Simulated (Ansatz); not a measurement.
**CH₅Cl₂HfNO: up Jacob's ladder to CCSD(T)**

The task here is to estimate one member of a computed series from the others.

Computed with Ansatz 0.2.0, Gaussian basis. Level: functionals in def2-TZVPP, the program's frozen cores in correlated methods.

Plan: LDA (SPW92), PBE-D4, revPBE-D4, BLYP-D4, r2SCAN-D4, B97M-V, PBE0-D4, B3LYP-D4, r2SCANh-D4, r2SCAN0-D4, HSE06-D4, BHLYP-D4, CAM-B3LYP-D4, LC-ωPBE, ωB97X-V, ωB97M-V, B2PLYP, PBE-QIDH; CCSD(T)/def2-SVP; CCSD(T)/def2-TZVPP; MP2/def2-QZVPP; extrapolation to the limit; RPA on PBE.

## Structure used throughout

An earlier PBE0-D4 in a triple-zeta def2 set relaxation fixed the geometry. Hf takes the def2 core potential; no spin-orbit term is included.

11 atoms, charge 0, spin multiplicity 1.

Atoms are counted from 1 here; the program's logs count them from 0.

Bond lengths: C1–N2 1.450 Å, C1–H7 1.096 Å, C1–H8 1.092 Å, C1–H9 1.096 Å, N2–Hf3 2.003 Å, N2–H10 1.015 Å, Hf3–O4 1.901 Å, Hf3–Cl5 2.365 Å, Hf3–Cl6 2.365 Å, O4–H11 0.953 Å. Angles: N2–C1–H7 111.9°, N2–C1–H8 109.8°, N2–C1–H9 111.9°, H7–C1–H8 107.5°, H7–C1–H9 108.0°, H8–C1–H9 107.5°, C1–N2–Hf3 132.0°, C1–N2–H10 110.9°, Hf3–N2–H10 117.1°, N2–Hf3–O4 105.2°, N2–Hf3–Cl5 108.6°, N2–Hf3–Cl6 108.6°, O4–Hf3–Cl5 112.7°, O4–Hf3–Cl6 112.7°, Cl5–Hf3–Cl6 108.9°, Hf3–O4–H11 162.4°.

Set-up of the first run:

in.yaml reads:

```yaml
crystal:
  periodic: [false, false, false]
  atoms:
    - {symbol: C, position_ang: [0.591768, -0.621146, 1.535745]}
    - {symbol: N, position_ang: [0.645153, 0.416976, 0.524823]}
    - {symbol: Hf, position_ang: [-0.341385, 0.657813, -1.201109]}
    - {symbol: O, position_ang: [-1.491491, -0.850385, -1.331565]}
    - {symbol: Cl, position_ang: [1.233963, 0.760261, -2.961933]}
    - {symbol: Cl, position_ang: [-1.525126, 2.703313, -1.113636]}
    - {symbol: H, position_ang: [1.558412, -1.122257, 1.657911]}
    - {symbol: H, position_ang: [-0.138138, -1.379941, 1.247572]}
    - {symbol: H, position_ang: [0.289102, -0.225503, 2.511585]}
    - {symbol: H, position_ang: [1.318376, 1.133670, 0.776179]}
    - {symbol: H, position_ang: [-2.140624, -1.472801, -1.645563]}
basis:
  gaussian: {orbitals: def2-TZVPP}
hamiltonian: {xc: lda}
output: {orbitals: {seedname: orbitals}}
```

On the command line:

```
$ ansatz run in.yaml --threads 2 --pin off --events-out ev --progress --plain --max-ram 32768MiB --backend cuda --devices 0, --max-vram 18GiB
```

Steps of the session up to this table: LDA; PBE-D4 (GGA); revPBE-D4 (GGA); BLYP-D4 (GGA); r2SCAN-D4 (meta-GGA); B97M-V (meta-GGA); B3LYP-D4 (hybrid); r2SCANh-D4 (hybrid); r2SCAN0-D4 (hybrid); HSE06-D4 (hybrid); BHLYP-D4 (hybrid); CAM-B3LYP-D4 (range-separated); LC-ωPBE (range-separated); ωB97X-V (range-separated); ωB97M-V (range-separated); B2PLYP (double hybrid); PBE-QIDH (double hybrid).

One of the session's tables, all rows but one given; the rest of the session is left out.

It belongs to the step «Frontier levels by functional». 

```
  functional  HOMO (eV)  gap (eV)
 LDA (SPW92)      -6.12      4.27
      PBE-D4      -5.96      4.37
   revPBE-D4      -5.90      4.40
     BLYP-D4      -5.83      4.37
   r2SCAN-D4      -6.23      4.85
      B97M-V          ?         ?
     PBE0-D4      -7.28      6.56
    B3LYP-D4      -7.05      6.12
  r2SCANh-D4      -6.72      5.67
  r2SCAN0-D4      -7.47      6.89
    HSE06-D4      -6.88      5.78
    BHLYP-D4      -8.50      8.81
CAM-B3LYP-D4      -8.64      9.06
     LC-ωPBE     -10.02     11.62
     ωB97X-V      -9.66     11.13
     ωB97M-V      -9.55     10.58
```

Estimate the missing values for B97M-V.

As computed: HOMO (eV): -6.29; gap (eV): 4.96. In the column «HOMO (eV)» it lies between r2SCANh-D4 (-6.72) and r2SCAN-D4 (-6.23).
